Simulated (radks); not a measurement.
**Mo²⁺ in [Ar] 3d10 4s2 4p5.5 4d4 4f0.5: an all-electron calculation**

Wanted: eigenvalues, radial structure and energy terms of the molybdenum ion Mo2+.

Method: scalar-relativistic Kohn-Sham, r2SCAN, spin-polarised, spherical densities, finite nucleus; open shells are filled with parallel spins first. Code: radks (a radial shooting solver on a logarithmic mesh, Libxc functionals) version 1.

### Step 1. Starting point

```
element            : molybdenum (Z = 42)
charge             : +2
electrons          : 40
configuration      : [Ar] 3d10 4s2 4p5.5 4d4 4f0.5
nuclear rms radius : 4.4091 fm
```

### Step 2. The run

The run's settings:

```text
Z 42
configuration [Ar] 3d10 4s2 4p5.5 4d4 4f0.5 5s0 5p0
relativity scalar-relativistic
functional r2scan,r2scan
spin polarised
nucleus finite rms 4.4091 fm
c 137.035999084
```

Q: Predict the outcome of this run.

The runs gave:

| quantity | value |
| --- | --- |
| total energy | -4047.50621 hartree |
| exchange-correlation share of it | 3.05 % |
| −T/E | 1.0311 |
| highest occupied level | 4f up, -5.604 eV |
| most extended occupied level | 4f up, <r> = 5.93 bohr |
| radius at density 0.001 e/bohr³ | 3.60 bohr |
| maxima of the radial density | 4 |

What this shows: The radial density shows 4 maxima for 4 occupied principal shells. Relativity lifts −T/E to 1.031. This is not the tabulated ground configuration, so its levels and sizes aren't those of the ground state, and no measured value stands beside it.
